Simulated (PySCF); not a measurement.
# The bond of CoO, level by level

An exercise on one series of results from a longer session: the logs are not shown, and one member is left open.

Method: Co def2-TZVPPD, O def2-TZVPPD, no relativity; program: PySCF 2.14.0.

The first run:

A driver script around PySCF takes these settings:

* atoms: Co, O
* charge: 0
* basis: Co def2-TZVPPD, O def2-TZVPPD
* Hamiltonian: no relativity
* basis functions: 107
* electrons treated: 35
* masses in u: 58.9332, 15.9949
* levels: PBE0, PBE, r²SCAN, MN15, TPSS, r²SCANh, LDA, M06-2X, LC-ωPBE, HF, MP2, SCS-MP2
* grid: 80 radial by 434 angular points
* occupations: held fixed by the projection of orbital angular momentum
* dissociation limit: Co + O, each in its ground configuration
* starting distance in angstrom: 1.670
* values of 2S to try: 1, 3, 5, 7

Command:

```bash
OMP_NUM_THREADS=2 python dia.py task.json out
```

Steps of the session up to this table: Input; First curve: PBE0; Excited determinants; PBE (GGA); r²SCAN (meta-GGA); MN15 (hybrid meta-GGA); TPSS (meta-GGA); r²SCANh (hybrid meta-GGA); LDA (local density); M06-2X (hybrid meta-GGA); LC-ωPBE (range-separated hybrid); UHF (mean field).

One of the session's tables, all rows but one given; the rest of the session is left out.

Energy (eV) from each level's lowest point:

| R (Å) | UHF | UHF-MP2 | UHF-SCS-MP2 | LDA | PBE |
| --- | --- | --- | --- | --- | --- |
| 1.389 | 2.285 | 1.179 | 1.404 | 1.365 | 1.641 |
| 1.454 | 1.254 | 0.464 | 0.621 | 0.576 | 0.763 |
| 1.518 | 0.584 | 0.112 | 0.201 | 0.158 | 0.265 |
| 1.567 | ? | ? | ? | ? | ? |
| 1.615 | 0.084 | 0.000 | 0.000 | 0.000 | 0.000 |
| 1.663 | 0.000 | 0.062 | 0.022 | 0.063 | 0.015 |
| 1.728 | 0.008 | 0.230 | 0.138 | 0.241 | 0.137 |
| 1.809 | 0.142 | 0.560 | 0.402 | 0.564 | 0.396 |
| 1.906 | 0.392 | 1.118 | 0.876 | 1.031 | 0.797 |
| 2.035 | 0.755 | 2.012 | 1.668 | 1.695 | 1.389 |

Estimate the missing values for R (Å) = 1.567.

Worked estimate for «UHF». A straight line through the neighbours (1.518, 0.584) and (1.615, 0.084) gives 0.584 + (0.084 − 0.584) × (1.567 − 1.518) / (1.615 − 1.518) = 0.331; a parabola fitted to 4 rows on both sides gives 0.261.

**Answer.** UHF: 0.270; UHF-MP2: 0.008; UHF-SCS-MP2: 0.051; LDA: 0.023; PBE: 0.074. In «UHF» the line misses by +0.061 and the parabola by -0.009.

To keep in mind: Lowest PBE0 solution found, without spin–orbit coupling: ⁴Δ (quartet), unpaired electrons π ↑↑, δ ↑. The state is the lowest single determinant that the PBE0 search found; with open d or f shells the true ground state can be another one. At some levels the lowest empty orbital lies below the highest filled one (the two can be of opposite spin). Warnings in the runs' records: inverted.
